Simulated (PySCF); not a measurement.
# CdH⁺: the SCF solver's settings

Aim: find out which solver settings change the answer for CdH⁺.

Computed with PySCF 2.14.0. Level: method and basis as typed in the scripts.

2 further runs of the same task are left out: 2 that didn't finish.

### Step 1. Starting geometry

CdH⁺: 2 atoms, charge 1, spin multiplicity 1.

Bond lengths: Cd1–H2 1.911 Å.

### Step 2. The run that the others are compared with

input.py

```python
from pyscf import gto, scf, mp

mol = gto.M(
    atom='Cd 0 0 0; H 0 0 1.911',
    basis='crenbl',
    ecp={'Cd': 'crenbl'},
    charge=1,
    spin=0,
    verbose=4,
)
mf = scf.RHF(mol)
mf.kernel()
mp.MP2(mf).kernel()
mf.dip_moment()
print('orbital energies (hartree):', mf.mo_energy[..., max(0, mol.nelec[1]-3):mol.nelec[0]+3].round(4))
```

Run with:

```console
> OMP_NUM_THREADS=1 python input.py
```

The log of this run is left out.

It gives: E(SCF) = -166.188191 Eh, 9 cycles, E(MP2) − E(SCF) = -0.23477 Eh.

The bond length is a typed value, not an optimised one. The dipole of an ion depends on the origin.

### Step 3. Smearing width 0.01 hartree

Run 1 changes smearing width: none → 0.01 hartree; step after the SCF: mp2 → none.

input.py

```python
from pyscf import gto, scf

mol = gto.M(
    atom='Cd 0 0 0; H 0 0 1.911',
    basis='crenbl',
    ecp={'Cd': 'crenbl'},
    charge=1,
    spin=0,
    verbose=4,
)
mf = scf.RHF(mol)
mf = scf.addons.smearing_(mf, sigma=0.01, method='fermi')
mf.kernel()
mf.dip_moment()
print('orbital energies (hartree):', mf.mo_energy[..., max(0, mol.nelec[1]-3):mol.nelec[0]+3].round(4))
```

Run with:

```console
> OMP_NUM_THREADS=1 python input.py
```

### Step 4. Initial guess sap

Run 2 changes initial guess: minao → sap.

Changes to input.py since step 2:

```diff
@@ -11,2 +11,3 @@
 mf = scf.RHF(mol)
+mf.init_guess = 'sap'
 mf.kernel()
```

### Step 5. Damping 0.5

Run 3 changes damping: none → 0.5.

Changes to input.py since step 2:

```diff
@@ -11,2 +11,4 @@
 mf = scf.RHF(mol)
+mf.damp = 0.5
+mf.diis_start_cycle = 8
 mf.kernel()
```

### Step 6. Convergence threshold 1e-11 hartree

Run 4 changes convergence threshold: default → 1e-11 hartree.

Changes to input.py since step 2:

```diff
@@ -11,2 +11,3 @@
 mf = scf.RHF(mol)
+mf.conv_tol = 1e-11
 mf.kernel()
```

**Question.** What will these runs give? Wanted: for each run, E(SCF); from base; gap; after the SCF.

The runs gave:

| run | E(SCF) (hartree) | from base (eV) | cycles | gap (eV) | after the SCF |
| --- | --- | --- | --- | --- | --- |
| base | -166.188191 | 0 | 9 | 9.86 | MP2 correlation -6.388 eV |
| smearing width 0.01 hartree | -166.188191 | 0.0000 | 9 | n/a | n/a |
| initial guess sap | -166.188191 | 0.0000 | 12 | 9.86 | MP2 correlation -6.388 eV |
| damping 0.5 | -166.188191 | 0.0000 | 13 | 9.86 | MP2 correlation -6.388 eV |
| convergence threshold 1e-11 hartree | -166.188191 | 0.0000 | 10 | 9.86 | MP2 correlation -6.388 eV |

Distance from each run's final energy (log10 hartree) by cycle:

| run | cycle 1 | cycle 2 | cycle 3 | cycle 5 | cycle 8 | cycle 12 |
| --- | --- | --- | --- | --- | --- | --- |
| base | -0.3 | -0.6 | -2.7 | -4.8 | -9.7 | done |
| smearing width 0.01 hartree | -0.3 | -0.6 | -2.7 | -4.8 | -9.7 | done |
| initial guess sap | 1.3 | 1.5 | 0.6 | -2.0 | -5.1 | < -11 |
| damping 0.5 | -0.3 | -1.4 | -2.2 | -3.0 | -4.5 | -9.2 |
| convergence threshold 1e-11 hartree | -0.3 | -0.6 | -2.7 | -4.8 | -9.7 | done |

No change of the SCF energy comes from smearing width 0.01 hartree or initial guess sap or damping 0.5 or convergence threshold 1e-11 hartree. The base needs 9 cycles and the run with damping 0.5 needs 13.
